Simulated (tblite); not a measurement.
# C7H14OSe2: the cost of one run

Programs: PySCF 2.14.0 with density-fitted response routines of our own, and tblite 0.8.0. All values are computed, except where a source is named. Atoms count from 0 throughout.

## 1. The starting structure

24 atoms, charge 0, multiplicity 1; geometry from: UFF geometry.

Bonds of the start (Å): C0–C1 1.32, C0–H10 1.09, C0–H11 1.08, C1–H12 1.08, C1–O2 1.41, C3–C4 1.52, C3–H13 1.12, C3–H14 1.10, C4–H15 1.12, C4–H16 1.11, C4–Se5 1.96, C6–C7 1.53, C6–H17 1.12, C6–H18 1.10, C7–H19 1.11, C7–H20 1.12, C7–Se8 1.95, C9–H21 1.11, C9–H22 1.12, C9–H23 1.12, O2–C3 1.41, Se5–C6 1.96, Se8–C9 1.94.

## 2. GFN2-xTB relaxation, conformer 1

What the job is given:

```
{"job": {"xc": "GFN2-xTB", "basis": "xTB", "kind": "relax"}, "charge": 0, "multiplicity": 1}
C     -4.727800     1.083900     0.468700
C     -4.205500    -0.113500     0.317700
O     -2.808400    -0.281500     0.397200
C     -2.209800    -1.547100     0.234600
C     -0.697200    -1.425900     0.363400
Se     0.000800    -0.335300    -1.110600
C      1.850900    -0.449900    -0.477000
C      2.141700     0.651700     0.547500
Se     3.982400     0.522400     1.186600
C      4.686400     1.580000    -0.285700
H     -5.812900     1.212600     0.416800
H     -4.111100     1.948300     0.639200
H     -4.848700    -0.972900     0.169700
H     -2.571900    -2.237100     1.038200
H     -2.477800    -1.977300    -0.744700
H     -0.439000    -0.960000     1.343100
H     -0.237000    -2.431400     0.309600
H      2.036500    -1.455900    -0.022400
H      2.519800    -0.331300    -1.343300
H      1.956700     1.646100     0.097200
H      1.458500     0.537800     1.421400
H      4.225200     2.591400    -0.291900
H      5.793100     1.697300    -0.148500
H      4.483300     1.067400    -1.256500
```

The run is started by

```
$ OMP_NUM_THREADS=1 python ens_run.py task.json out
```

One launch serves the whole session.

Q: Estimate the wall time of this first job on 1 thread of Arm Neoverse V2, shared host.

About 2 s.
